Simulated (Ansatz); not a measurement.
# C₆H₁₄Ge: basis-set convergence

One table from this session's results is given with a row withheld; the runs are named, their logs left out.

Computed with Ansatz 0.2.0, Gaussian basis. Level: one geometry, several basis sets.

Levels to be run: PBE0-D4/def2-SVP; ωB97M-V/def2-SVP; PBE0-D4/def2-QZVPP; ωB97M-V/def2-QZVPP; the functionals' def2-TZVPP values are taken from earlier runs.

3 further runs of the same task are left out: 3 for a known fault of the program.

### The relaxed structure

The geometry comes from an earlier relaxation with PBE0-D4 in a triple-zeta def2 set; it is a stationary point, not always the lowest conformer.

SMILES `C[CH](C)[Ge][CH](C)C`, 21 atoms, charge 0, spin multiplicity 1.

Atoms are counted from 1 here; the program's logs count them from 0.

Bond lengths: C1–C2 1.529 Å, C1–H8 1.098 Å, C1–H9 1.096 Å, C1–H10 1.093 Å, C2–C3 1.521 Å, C2–Ge4 2.011 Å, C2–H11 1.095 Å, C3–H12 1.095 Å, C3–H13 1.093 Å, C3–H14 1.097 Å, Ge4–C5 2.016 Å, C5–C6 1.524 Å, C5–C7 1.521 Å, C5–H15 1.105 Å, C6–H16 1.095 Å, C6–H17 1.096 Å, C6–H18 1.093 Å, C7–H19 1.092 Å and more. Angles: C2–C1–H8 111.9°, C2–C1–H9 110.9°, C2–C1–H10 112.4°, H8–C1–H9 106.2°, H8–C1–H10 107.6°, H9–C1–H10 107.5°, C1–C2–C3 111.4°, C1–C2–Ge4 105.7°, C1–C2–H11 108.8°, C3–C2–Ge4 111.7°, C3–C2–H11 109.5°, Ge4–C2–H11 109.6°, C2–C3–H12 111.3°, C2–C3–H13 112.0°, C2–C3–H14 111.4°, H12–C3–H13 107.1°, H12–C3–H14 107.3°, H13–C3–H14 107.5° and more.

The first run:

File in.yaml:

```yaml
crystal:
  periodic: [false, false, false]
  atoms:
    - {symbol: C, position_ang: [1.694791, -0.898558, 0.902394]}
    - {symbol: C, position_ang: [0.999632, -1.035945, -0.452507]}
    - {symbol: C, position_ang: [1.410890, -2.318230, -1.158916]}
    - {symbol: Ge, position_ang: [-0.971810, -1.005042, -0.059247]}
    - {symbol: C, position_ang: [-1.194799, 0.929786, 0.459628]}
    - {symbol: C, position_ang: [-2.670875, 1.306805, 0.498055]}
    - {symbol: C, position_ang: [-0.374482, 1.959395, -0.303179]}
    - {symbol: H, position_ang: [1.351854, -1.657791, 1.616920]}
    - {symbol: H, position_ang: [2.777386, -1.038884, 0.801964]}
    - {symbol: H, position_ang: [1.530476, 0.081457, 1.357353]}
    - {symbol: H, position_ang: [1.264069, -0.174182, -1.074515]}
    - {symbol: H, position_ang: [1.131344, -3.201335, -0.575083]}
    - {symbol: H, position_ang: [0.935344, -2.417142, -2.138562]}
    - {symbol: H, position_ang: [2.495678, -2.359836, -1.313603]}
    - {symbol: H, position_ang: [-0.827580, 0.895596, 1.501150]}
    - {symbol: H, position_ang: [-3.094732, 1.346592, -0.510709]}
    - {symbol: H, position_ang: [-2.821535, 2.294761, 0.947910]}
    - {symbol: H, position_ang: [-3.263302, 0.586039, 1.067907]}
    - {symbol: H, position_ang: [0.698916, 1.772628, -0.235551]}
    - {symbol: H, position_ang: [-0.555745, 2.970280, 0.081028]}
    - {symbol: H, position_ang: [-0.639920, 1.974203, -1.365438]}
basis:
  gaussian: {orbitals: def2-SVP}
hamiltonian: {xc: pbe0, dispersion: d4}
output: {orbitals: {seedname: orbitals}}
```

Launch:

```sh
ansatz run in.yaml --threads 2 --pin off --events-out ev --progress --plain --max-ram 32768MiB --backend cpu
```

Among the steps run: PBE0-D4 in def2-SVP; ωB97M-V in def2-SVP; PBE0-D4 in def2-QZVPP; ωB97M-V in def2-QZVPP.

One of the session's tables, all rows but one given; the rest of the session is left out.

It belongs to the step «Functionals by basis». 

| functional | basis | HOMO (eV) | LUMO (eV) |
| --- | --- | --- | --- |
| PBE0-D4 | def2-SVP | -5.73 | -2.15 |
| PBE0-D4 | def2-TZVPP | -5.76 | -2.18 |
| PBE0-D4 | def2-QZVPP | -5.80 | -2.24 |
| ωB97M-V | def2-SVP | ? | ? |
| ωB97M-V | def2-TZVPP | -7.87 | -0.29 |
| ωB97M-V | def2-QZVPP | -7.90 | -0.41 |

Q: Estimate the row for ωB97M-V, def2-SVP from the others.

The run gave: HOMO (eV): -7.84; LUMO (eV): -0.23. In the column «HOMO (eV)» it lies between ωB97M-V, def2-TZVPP (-7.87) and PBE0-D4, def2-QZVPP (-5.80).
